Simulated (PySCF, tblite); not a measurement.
**C₄H₉FSi: geometry, infrared bands and NMR shifts**

Wanted: the infrared bands and NMR shifts of C₄H₉FSi (`C=C(F)CC[SiH3]`), by calculation.

Programs: tblite 0.8.0 and PySCF 2.14.0, with density-fitted response routines of our own. Each step states its level of theory. These are calculated values for one molecule in the gas phase, unless marked as measured. Atoms count from 0, in the outputs and in this text.

### 1 Starting geometry

15 atoms, charge 0, multiplicity 1; geometry from: force field or distance geometry start.

Bonds of the start (Å): C0–C1 1.32, C1–F2 1.34, C1–C3 1.49, C3–C4 1.51, C4–Si5 1.86, C0–H6 1.08, C0–H7 1.10, C3–H8 1.11, C3–H9 1.13, C4–H10 1.10, C4–H11 1.13, Si5–H12 1.48, Si5–H13 1.47, Si5–H14 1.49.

### 2 Geometry optimisation with GFN2-xTB

What the job is given:

```
{"job": {"kind": "relax", "xc": "GFN2-xTB", "basis": "xTB"}, "charge": 0, "multiplicity": 1}
C     -2.685100     0.102200     0.229300
C     -1.591500    -0.029000    -0.495000
F     -1.577900     0.354200    -1.775400
C     -0.323800    -0.596100     0.051300
C      0.731600     0.472000    -0.071200
Si     2.402400    -0.047300     0.551200
H     -2.776800    -0.180500     1.269800
H     -3.557300     0.545000    -0.282600
H     -0.021900    -1.515300    -0.494600
H     -0.521100    -0.790700     1.146600
H      0.412200     1.418200     0.395900
H      0.848200     0.661500    -1.176900
H      2.412400    -0.297200     2.010100
H      2.932000    -1.206900    -0.185100
H      3.312200     1.117900     0.340600
```

Started as:

```console
> OMP_NUM_THREADS=1 python probes_run.py task.json out
```

One launch serves the whole session: the jobs run in the order shown.

**Question.** This job is followed by: GFN2-xTB harmonic vibrations, gas phase; GIAO PBE0/pcSseg-1 NMR shielding, non-relativistic, gas phase. What will the session give for the following? strongest single infrared mode (GFN2-xTB); zero-point energy (GFN2-xTB); ¹³C shifts against TMS (PBE0/pcSseg-1); ¹H shifts against TMS (PBE0/pcSseg-1, means over atoms taken as alike); ¹⁹F shifts against CFCl3 (PBE0/pcSseg-1); ²⁹Si shifts against TMS (PBE0/pcSseg-1).

As calculated:

```
                                                              quantity                             value
                             strongest single infrared mode (GFN2-xTB)              796 cm⁻¹, 424 km/mol
                                          zero-point energy (GFN2-xTB)                     70.8 kcal/mol
                                ¹³C shifts against TMS (PBE0/pcSseg-1)       181.2, 93.9, 34.6, 11.7 ppm
¹H shifts against TMS (PBE0/pcSseg-1, means over atoms taken as alike)  4.72, 4.43, 3.85, 2.13, 1.07 ppm
                              ¹⁹F shifts against CFCl3 (PBE0/pcSseg-1)                         -97.9 ppm
                               ²⁹Si shifts against TMS (PBE0/pcSseg-1)                         -69.3 ppm
```

What this shows: Relaxing lowered the energy by 0.246 eV in 76 steps; the close pair that moved most is C4–Si5, from 1.857 to 1.902 Å. No mode is imaginary among the 39: a minimum at this level. The strongest single mode, at 796 cm⁻¹, is spread over several atoms, Si5, H12, H13, H14 among them. GFN2-xTB is a fitted tight-binding method: band positions and strengths are rough. Its intensities can rank the bands wrongly. At PBE0/pcSseg-1: The largest span, 193 ppm, is at F2, where the paramagnetic term is -208 ppm.
